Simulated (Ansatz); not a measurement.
**CH₃BO₂Se: basis-set convergence**

Aim: see how fast density functionals converge with the basis set for CH₃BO₂Se.

Computed with Ansatz 0.2.0, Gaussian basis. Level: one geometry, several basis sets.

Plan: PBE0-D4/def2-SVP; ωB97M-V/def2-SVP; PBE0-D4/def2-QZVPP; ωB97M-V/def2-QZVPP; the functionals' def2-TZVPP values are taken from earlier runs.

## Step 1: The relaxed structure

All runs share one geometry, relaxed beforehand with PBE0-D4 in a triple-zeta def2 set.

8 atoms, charge 0, spin multiplicity 1.

Atoms are counted from 1 here; the program's logs count them from 0.

Bond lengths: O1–C2 1.298 Å, O1–H6 0.968 Å, C2–O3 1.268 Å, C2–B4 1.593 Å, O3–H7 1.032 Å, B4–Se5 1.845 Å, B4–H8 1.199 Å. Angles: C2–O1–H6 108.2°, O1–C2–O3 114.4°, O1–C2–B4 124.8°, O3–C2–B4 120.9°, C2–O3–H7 101.8°, C2–B4–Se5 112.0°, C2–B4–H8 116.7°, Se5–B4–H8 131.3°.

## Step 2: PBE0-D4 in def2-SVP

in.yaml

```yaml
crystal:
  periodic: [false, false, false]
  atoms:
    - {symbol: O, position_ang: [-0.373863, 1.124664, 1.256574]}
    - {symbol: C, position_ang: [0.211164, 0.388412, 0.361712]}
    - {symbol: O, position_ang: [1.463969, 0.566318, 0.274593]}
    - {symbol: B, position_ang: [-0.531469, -0.664992, -0.574400]}
    - {symbol: Se, position_ang: [0.638505, -1.518445, -1.718309]}
    - {symbol: H, position_ang: [-1.319698, 0.917425, 1.246356]}
    - {symbol: H, position_ang: [1.720527, -0.096965, -0.472715]}
    - {symbol: H, position_ang: [-1.717035, -0.773516, -0.429510]}
basis:
  gaussian: {orbitals: def2-SVP}
hamiltonian: {xc: pbe0, dispersion: d4}
output: {orbitals: {seedname: orbitals}}
```

After this run come: ωB97M-V in def2-SVP; PBE0-D4 in def2-QZVPP; ωB97M-V in def2-QZVPP.

**Question.** What will the summary of the whole plan be? Wanted: PBE0-D4: double and triple zeta above quadruple; ωB97M-V: double and triple zeta above quadruple.

**Answer**, as computed:

| quantity | value |
| --- | --- |
| PBE0-D4: double and triple zeta above quadruple | 16.43, 1.68 eV |
| ωB97M-V: double and triple zeta above quadruple | 16.52, 1.61 eV |

In words: For PBE0-D4 the step from double to triple zeta gains 14.76 eV and the next only 1.68 eV. These are total energies; as a rule much of such shifts cancels in differences, which this series doesn't test.
